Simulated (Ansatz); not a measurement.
# W(NH)2(NH2)2 (WN4H6): structure and electronic state

What does W(NH)2(NH2)2 (WN4H6) look like as a singlet, and where do its frontier electrons sit?

The runs use Ansatz 0.2.0, Gaussian basis; RKS PBE0-D4/def2-TZVP.

Levels to be run: relaxation at PBE-D4/def2-SVP; a search for the lowest solution at PBE0-D4/def2-SVP; a single point at PBE0-D4/def2-TZVP.

## (1) Where the work starts

11 atoms, charge 0, spin multiplicity 1.

Atoms are counted from 1 here; the program's logs count them from 0.

Bond lengths: W1–N2 1.787 Å, W1–N4 1.787 Å, W1–N6 2.011 Å, W1–N9 2.011 Å, N2–H3 1.023 Å, N4–H5 1.023 Å, N6–H7 1.025 Å, N6–H8 1.024 Å, N9–H10 1.025 Å, N9–H11 1.024 Å. Angles: N2–W1–N4 115.1°, N2–W1–N6 107.7°, N2–W1–N9 107.8°, N4–W1–N6 107.8°, N4–W1–N9 107.7°, N6–W1–N9 110.7°, W1–N2–H3 164.1°, W1–N4–H5 164.2°, W1–N6–H7 125.6°, W1–N6–H8 125.6°, H7–N6–H8 107.2°, W1–N9–H10 125.6°, W1–N9–H11 125.6°, H10–N9–H11 107.2°.

As a file:

```xyz
11

W     0.1823   -0.0005    0.1293
N     0.0964    0.0191    1.9141
H     0.3284    0.0246    2.9101
N     1.8356   -0.0277   -0.5485
H     2.8517   -0.0419   -0.6637
N    -0.7324    1.6581   -0.5459
H    -0.4498    2.2026   -1.3665
H    -1.3957    2.2310   -0.0158
N    -0.7696   -1.6507   -0.5148
H    -1.4518   -2.1946    0.0226
H    -0.4953   -2.2201   -1.3209
```

Formally the metal is d0. W takes a core potential in the def2 sets. No spin-orbit coupling is included.

The start is a GFN2-xTB geometry.

## (2) Optimising with PBE-D4/def2-SVP

The input, in.yaml:

```yaml
crystal:
  periodic: [false, false, false]
  atoms:
    - {symbol: W, position_ang: [0.182310, -0.000520, 0.129320]}
    - {symbol: N, position_ang: [0.096430, 0.019090, 1.914130]}
    - {symbol: H, position_ang: [0.328400, 0.024630, 2.910110]}
    - {symbol: N, position_ang: [1.835640, -0.027680, -0.548520]}
    - {symbol: H, position_ang: [2.851690, -0.041860, -0.663730]}
    - {symbol: N, position_ang: [-0.732360, 1.658100, -0.545920]}
    - {symbol: H, position_ang: [-0.449780, 2.202580, -1.366540]}
    - {symbol: H, position_ang: [-1.395660, 2.231010, -0.015750]}
    - {symbol: N, position_ang: [-0.769610, -1.650680, -0.514780]}
    - {symbol: H, position_ang: [-1.451750, -2.194620, 0.022590]}
    - {symbol: H, position_ang: [-0.495330, -2.220060, -1.320920]}
basis:
  gaussian: {orbitals: def2-SVP}
hamiltonian: {xc: pbe, dispersion: d4}
scf: {lower_state_search: "off"}
output: {orbitals: {seedname: orbitals}}
relax: {f_tol: 0.02, max_steps: 100}
```

Launch:

```
> ansatz run in.yaml --threads 4 --pin off --events-out ev --progress --plain --max-ram 3916MiB
```

After this run come: Searching for the lowest solution, PBE0-D4/def2-SVP; Single point, PBE0-D4/def2-TZVP.

Q: Predict the results of all the runs planned. Wanted: point group; near neighbours of the metal; HOMO, LUMO at PBE0-D4/def2-TZVP; charge on the metal; dipole at PBE-D4/def2-SVP.

The runs gave:

```
                                         quantity                             value
                                      point group                               C2v
                     near neighbours of the metal  N 1.78, N 1.78, N 1.97, N 1.97 Å
                  HOMO, LUMO at PBE0-D4/def2-TZVP                   -6.63, -0.34 eV
charge on the metal (Mulliken, PBE0-D4/def2-TZVP)                           +1.23 e
                        dipole at PBE-D4/def2-SVP                            0.69 D
```

**Reading.** The molecule keeps its bonding pattern by the stored test; the atoms moved 0.06 Å (rms). The metal has 4 near neighbours by the distance rule, from 1.78 to 1.97 Å. The Mulliken charge of the metal, +1.23 e, depends on the basis and isn't its oxidation state. No usable vibrations, so a minimum isn't proven. The HOMO lies nearest to N6, N9 about 25 % each; N2, N4 about 16 % each and the LUMO to W1 47 %; N2, N4 about 16 % each. Whether this spin is the lowest isn't tested here.
